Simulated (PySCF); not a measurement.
# H4O3Si: the cost of one run

Program: PySCF 2.14.0. Level of theory: levels as typed in each script, gas phase, geometry from GFN2-xTB. These are calculated values, not measurements.

## Step 1: Where the work starts

8 atoms, charge 0, spin multiplicity 1.

Bond lengths: O1–Si2 1.623 Å, O1–H5 0.952 Å, Si2–O3 1.623 Å, Si2–O4 1.622 Å, Si2–H6 1.457 Å, O3–H7 0.952 Å, O4–H8 0.952 Å. Angles: Si2–O1–H5 119.0°, O1–Si2–O3 108.6°, O1–Si2–O4 108.7°, O1–Si2–H6 110.3°, O3–Si2–O4 108.7°, O3–Si2–H6 110.3°, O4–Si2–H6 110.2°, Si2–O3–H7 119.0°, Si2–O4–H8 119.0°.

As a file:

```
O     1.27679    0.82950   -0.23211
Si   -0.00034   -0.00005    0.32976
O     0.08030   -1.52026   -0.23229
O    -1.35641    0.69081   -0.23252
H     1.22708    1.77882   -0.27565
H    -0.00133    0.00027    1.78635
H     0.92730   -1.95186   -0.27568
H    -2.15368    0.17309   -0.27617
```

## Step 2: Density, bond paths and surface potential (B3LYP/def2-svpd)

input.py reads:

```python
import numpy as np
from pyscf import gto, scf, dft
from pyscf.scf import atom_ks, atom_hf
from scipy.linalg import block_diag

def solve(mol, dm0=None, hcore=None):
    mf = (dft.UKS if mol.spin else dft.RKS)(mol, xc='b3lyp')
    mf.grids.level = 3
    mf = mf.density_fit(auxbasis='def2-universal-jkfit')
    mf.conv_tol, mf.max_cycle = 1e-8, 80
    if hcore is not None:
        mf.get_hcore = lambda *args: hcore
    mf.kernel(dm0)
    if not mf.converged:
        mf = mf.newton().run(mf.mo_coeff, mf.mo_occ, max_cycle=30)
    assert mf.converged, 'SCF not converged'
    return mf

mol = gto.M(atom='''
O      1.27679     0.82950    -0.23211
Si    -0.00034    -0.00005     0.32976
O      0.08030    -1.52026    -0.23229
O     -1.35641     0.69081    -0.23252
H      1.22708     1.77882    -0.27565
H     -0.00133     0.00027     1.78635
H      0.92730    -1.95186    -0.27568
H     -2.15368     0.17309    -0.27617
''', basis='def2-svpd', charge=0, spin=0, verbose=4)
mf = solve(mol)
mf.analyze()
# spherically averaged free atoms, for the promolecule
atm = atom_ks.get_atm_nrks(mol, xc='b3lyp')
pro = block_diag(*[(atm[a[0]][2] * atm[a[0]][3]) @ atm[a[0]][2].T for a in mol._atom])
np.savez('result.npz', e=mf.e_tot, c=mf.mo_coeff, occ=mf.mo_occ, eps=mf.mo_energy, pro=pro, dip=mf.dip_moment(verbose=0), s2=mf.spin_square()[0])
```

Run with:

```bash
$ OMP_NUM_THREADS=1 python input.py
```

What time and memory should one allow on 1 thread of Intel Xeon Platinum 8259CL at 2.50GHz (Skylake/Cascade Lake), shared host?

About 11 s, with a peak of 0.48 GiB.
